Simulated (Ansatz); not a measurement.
I need a displacement scan with seeded SCF runs of YbPd, space group Pm-3m. Use Ansatz 0.2.0 through its Python package. Use (first run): LDA, PAW, the default cutoff (420 eV here), 5×5×5 k-points, Gaussian smearing of 0.1 eV.

Input file `ybpd.extxyz`:
```text
2
Lattice="3.447 0.0 0.0 0.0 3.447 0.0 0.0 0.0 3.447" Properties=species:S:1:pos:R:3 pbc="T T T"
Yb    1.72350000    1.72350000    1.72350000
Pd    0.00000000    0.00000000    0.00000000
```

`ybpd_walk.py`
```python
# -*- coding: utf-8 -*-
import warnings

import ansatz as az
import numpy as np
from tabulate import tabulate

warnings.simplefilter("ignore", az.DeckWarning)

system = az.Crystal.from_extxyz("ybpd.extxyz")

start = np.array(system.resolved().sites[0].position)
previous, rows = None, []
for step in range(6):
    target = start + step * 0.005 * np.eye(3)[0]
    calc = (
        system.move(0, to=target).calculation()
        .occupations(az.OccupationsMethod.GAUSSIAN)
        .functional("LDA")
        .kpoints(mesh=(5, 5, 5), center="gamma")
        .forces()
    )
    session = calc.session()
    if previous is not None:
        session.seed_next_step(previous)
    previous = session.plan(retain="density").execute()
    r = previous.report
    shift = float(np.linalg.norm((target - start) @ np.array(r["lattice"]["cell_ang"])))
    rows.append((step, shift, r["lagrangian_ev"], float(np.linalg.norm(r["forces_ev_ang"][0])), r["n_iterations"], r["n_symmetry_ops"]))
rows = [(row[0], row[1], 1000 * (row[2] - rows[0][2]), *row[3:]) for row in rows]
print(tabulate(rows, headers=["step", "moved A", "dE meV", "force on it eV/A", "iterations", "symmetry operations"], floatfmt=".4f", tablefmt="pipe"))
```

`python ybpd_walk.py` gives:
```text
|   step |   moved A |   dE meV |   force on it eV/A |   iterations |   symmetry operations |
|-------:|----------:|---------:|-------------------:|-------------:|----------------------:|
|      0 |    0.0000 |   0.0000 |             0.0000 |           10 |                    48 |
|      1 |    0.0172 |   0.3960 |             0.0459 |            6 |                     8 |
|      2 |    0.0345 |   1.5842 |             0.0919 |            6 |                     8 |
|      3 |    0.0517 |   3.5656 |             0.1380 |            6 |                     8 |
|      4 |    0.0689 |   6.3418 |             0.1842 |            6 |                     8 |
|      5 |    0.0862 |   9.9148 |             0.2305 |            6 |                     8 |
```

Notes:
- Semilocal functionals put the nearly full 4f shell of Yb too close to the Fermi level.
- The starting cell is as deposited in a crystallographic database; the results hold for this polymorph, which needn't be the stable one.
- The first step keeps the crystal's symmetry; the moved atom lowers it.
- Timing: 11 s on 1 thread of Arm Neoverse V1 (shared host), peak memory 0.38 GiB.
